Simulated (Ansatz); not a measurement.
# C3H3BCl2, SMILES CC#CB(Cl)Cl: a geometry optimisation

Computed with Ansatz 0.2.0 through its Python package.

Interactive session:
```pycon
>>> import itertools
>>> import ansatz as az
>>> from ase import Atoms
>>> from ase.data import atomic_numbers, covalent_radii
>>> import numpy as np
>>> atoms = Atoms(["C", "C", "C", "B", "Cl", "Cl", "H", "H", "H"], positions=[
...     (-1.8991, 0.134, -0.376),
...     (-0.4658, 0.0314, -0.1014),
...     (0.7149, -0.0532, 0.125),
...     (2.217, -0.1607, 0.413),
...     (3.2705, 1.3508, 0.3793),
...     (2.947, -1.782, 0.8966),
...     (-2.465, -0.4238, 0.3982),
...     (-2.1161, -0.2971, -1.375),
...     (-2.2034, 1.2007, -0.3597),
... ])
>>> c3h3bcl2 = az.Crystal.molecule_from_ase(atoms)
>>> calculation = c3h3bcl2.calculation().basis(gaussian="6-31G*").functional("HF")
>>> symbols = [site.symbol for site in c3h3bcl2.cartesian_sites]
>>> start = np.array([site.position_ang for site in c3h3bcl2.cartesian_sites], dtype=float)
>>> def progress(event):
...     if event["event"] == "relax_step":
...         row = event["data"]
...         print(f"step {row['step']:3d}  E = {row['lagrangian_ev']:.6f} eV  largest force component {row['allowed_force_max_ev_ang']:.4f} eV/A")
...
>>> report = calculation.relax(force_tolerance=0.01).session().plan().execute(on_event=progress).report
step   1  E = -28817.905316 eV  largest force component 1.8100 eV/A
step   2  E = -28818.083547 eV  largest force component 1.0672 eV/A
step   3  E = -28817.969765 eV  largest force component 1.7891 eV/A
step   4  E = -28818.073402 eV  largest force component 2.3103 eV/A
step   5  E = -28818.123441 eV  largest force component 1.3761 eV/A
step   6  E = -28818.151067 eV  largest force component 0.1056 eV/A
step   7  E = -28818.151288 eV  largest force component 0.0331 eV/A
step   8  E = -28818.151426 eV  largest force component 0.0069 eV/A
>>> end = np.array(report["positions_ang"])
>>> for key in ("converged", "free_energy_ev", "reference_energy_ev", "n_frozen", "n_occupied", "n_virtual"):
...     print(f"{key:22s} {report[key]}")
...
converged              True
free_energy_ev         -28818.1514261132
reference_energy_ev    -28818.1514261132
n_frozen               0
n_occupied             [30, 30]
n_virtual              [74, 74]
>>> radius = [covalent_radii[atomic_numbers[s]] for s in symbols]
>>> span = lambda where, i, j: np.linalg.norm(where[i] - where[j])
>>> bonded = [(i, j) for i, j in itertools.combinations(range(len(symbols)), 2) if min(span(start, i, j), span(end, i, j)) < 1.2 * (radius[i] + radius[j])]
>>> print("pair        before    after (A)")
pair        before    after (A)
>>> for i, j in bonded:
...     print(f"{symbols[i]}{i}-{symbols[j]}{j}".ljust(10), f"{span(start, i, j):8.4f} {span(end, i, j):8.4f}")
...
C0-C1        1.4630   1.4652
C0-H6        1.1094   1.0839
C0-H7        1.1095   1.0842
C0-H8        1.1094   1.0834
C1-C2        1.2052   1.1951
C2-B3        1.5332   1.5109
B3-Cl4       1.8427   1.7580
B3-Cl5       1.8427   1.7580
>>> for first, second in list(itertools.combinations(bonded, 2)):
...     shared = set(first) & set(second)
...     if shared and symbols[(j := shared.pop())] != "H":
...         i, k = sorted((set(first) | set(second)) - {j})
...         u, v = end[i] - end[j], end[k] - end[j]
...         angle = np.degrees(np.arccos(np.clip(u @ v / np.linalg.norm(u) / np.linalg.norm(v), -1, 1)))
...         print(f"final angle {symbols[i]}{i}-{symbols[j]}{j}-{symbols[k]}{k}: {angle:.2f} deg")
...
final angle C1-C0-H6: 110.38 deg
final angle C1-C0-H7: 109.81 deg
final angle C1-C0-H8: 110.91 deg
final angle C0-C1-C2: 179.73 deg
final angle H6-C0-H7: 108.26 deg
final angle H6-C0-H8: 108.84 deg
final angle H7-C0-H8: 108.58 deg
final angle C1-C2-B3: 179.92 deg
final angle C2-B3-Cl4: 120.75 deg
final angle C2-B3-Cl5: 120.65 deg
final angle Cl4-B3-Cl5: 118.60 deg
>>> charges = report["charge_distribution"]
>>> dipole = np.array(charges["dipole_moment_e_ang"]) * 4.803205
>>> print("dipole (D): {:.3f} {:.3f} {:.3f}, length {:.3f}".format(*dipole, np.linalg.norm(dipole)))
dipole (D): -3.316 0.219 -0.669, length 3.390
>>> print("atom  Mulliken   Lowdin")
atom  Mulliken   Lowdin
>>> for symbol, m, l in zip(symbols, charges["mulliken_charges_e"], charges["lowdin_charges_e"]):
...     print(f"{symbol:4s} {m:9.3f} {l:8.3f}")
...
C       -0.535   -0.280
C        0.178   -0.010
C       -0.281   -0.130
B        0.267   -0.462
Cl      -0.138    0.217
Cl      -0.138    0.217
H        0.216    0.150
H        0.217    0.152
H        0.215    0.147
>>> with open("c3h3bcl2_opt.xyz", "w") as handle:
...     handle.write(f"{len(symbols)}\nrelaxed C3H3BCl2\n")
...     handle.writelines(f"{s:2s} {x:11.6f} {y:11.6f} {z:11.6f}\n" for s, (x, y, z) in zip(symbols, end))
...
19
```

`c3h3bcl2_opt.xyz`, as written:
```text
9
relaxed C3H3BCl2
C    -1.881311    0.135814   -0.372022
C    -0.447712    0.037364   -0.085735
C     0.721923   -0.047685    0.144641
B     2.200243   -0.154577    0.437772
Cl    3.233717    1.266263    0.376627
Cl    2.923139   -1.704059    0.846563
H    -2.453023   -0.404639    0.373545
H    -2.092799   -0.298360   -1.342752
H    -2.204177    1.169979   -0.378638
```

Caveats:
- Total energies depend on the basis set; only differences at equal settings carry meaning.
- The end point is the stationary point reached from this start; no frequency run checks that it is a minimum, and the basis set is modest.
- The Löwdin charges here are taken after orthogonalising the functions within each atom; they differ from plain Löwdin charges, and their signs can be unphysical.
- Timing: 28 s on 1 thread of Arm Neoverse V1, on a shared host, peak memory 0.27 GiB.
